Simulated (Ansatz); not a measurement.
# CH4AlClGe: the cost of one run

All numbers are computed with Ansatz 0.2.0, driven from Python. The levels of theory stand in the script.

### Step 1. The system

Bond lengths: Cl1–Ge2 2.109 Å, Ge2–C3 1.913 Å, Ge2–Al4 2.497 Å, C3–Al4 1.908 Å, Ge2–H5 1.564 Å, C3–H6 1.116 Å, C3–H7 1.162 Å, Al4–H8 1.602 Å. Angles (14 of 15 angles, heavy atoms first): Cl1–Ge2–C3 108.6°, Cl1–Ge2–Al4 115.9°, C3–Ge2–Al4 49.1°, Ge2–C3–Al4 81.6°, Ge2–Al4–C3 49.3°, Cl1–Ge2–H5 120.2°, C3–Ge2–H5 111.3°, Al4–Ge2–H5 123.9°, Ge2–C3–H6 115.0°, Ge2–C3–H7 114.0°, Al4–C3–H6 117.8°, Al4–C3–H7 112.2°, Ge2–Al4–H8 142.1°, C3–Al4–H8 150.7°.

No structure file is read: the coordinates are typed or built in the script.

### Step 2. The script

Contents of methods.py:

```python
"""One geometry of CH4AlClGe, method by method."""

import ansatz


def main() -> None:
    system = (
        ansatz.Crystal.molecule()
        .atom("Cl", (-2.2854, 1.4226, -0.133))
        .atom("Ge", (-0.5258, 0.5594, -0.9116))
        .atom("C", (0.6808, 0.2267, 0.5354))
        .atom("Al", (0.2026, -1.5799, 0.1512))
        .atom("H", (0.2069, 1.2253, -2.1221))
        .atom("H", (0.3661, 0.6497, 1.519))
        .atom("H", (1.7933, 0.4486, 0.2834))
        .atom("H", (-0.3462, -3.0096, 0.6218))
    )

    calculation = system.calculation().basis(gaussian="def2-SVP")

    methods = ["mp2", "ccsd", "ccsd_t"]
    reports = [calculation.correlation(m).run(threads=1, pin="off").report for m in methods]
    print(f"Hartree-Fock reference {reports[0]['reference_energy_ev'] / 27.211386246:.6f} Ha")
    best = reports[-1]["free_energy_ev"] - reports[-1]["reference_energy_ev"]
    for method, each in zip(methods, reports):
        gained = each["free_energy_ev"] - each["reference_energy_ev"]
        print(f"{method:8s} total {each['free_energy_ev'] / 27.211386246:.6f} Ha  correlation {gained:9.4f} eV  ({100 * gained / best:.1f} % of the last)")


if __name__ == "__main__":
    main()
```

### Step 3. The calls as engine input

The engine receives this input (first run):

```yaml
crystal:
  periodic: [false, false, false]
  atoms:
    - { symbol: Cl, position_ang: [-2.2854, 1.4226, -0.133] }
    - { symbol: Ge, position_ang: [-0.5258, 0.5594, -0.9116] }
    - { symbol: C, position_ang: [0.6808, 0.2267, 0.5354] }
    - { symbol: Al, position_ang: [0.2026, -1.5799, 0.1512] }
    - { symbol: H, position_ang: [0.2069, 1.2253, -2.1221] }
    - { symbol: H, position_ang: [0.3661, 0.6497, 1.519] }
    - { symbol: H, position_ang: [1.7933, 0.4486, 0.2834] }
    - { symbol: H, position_ang: [-0.3462, -3.0096, 0.6218] }
basis:
  gaussian:
    orbitals: def2-SVP
correlation:
  method: mp2
```

### Step 4. Running it

Run with:

```bash
$ python methods.py
```

**Question.** How long does this script take on 1 thread of Arm Neoverse V2, shared host, and how much memory does it need?

About 26 s, with a peak of 0.43 GiB.
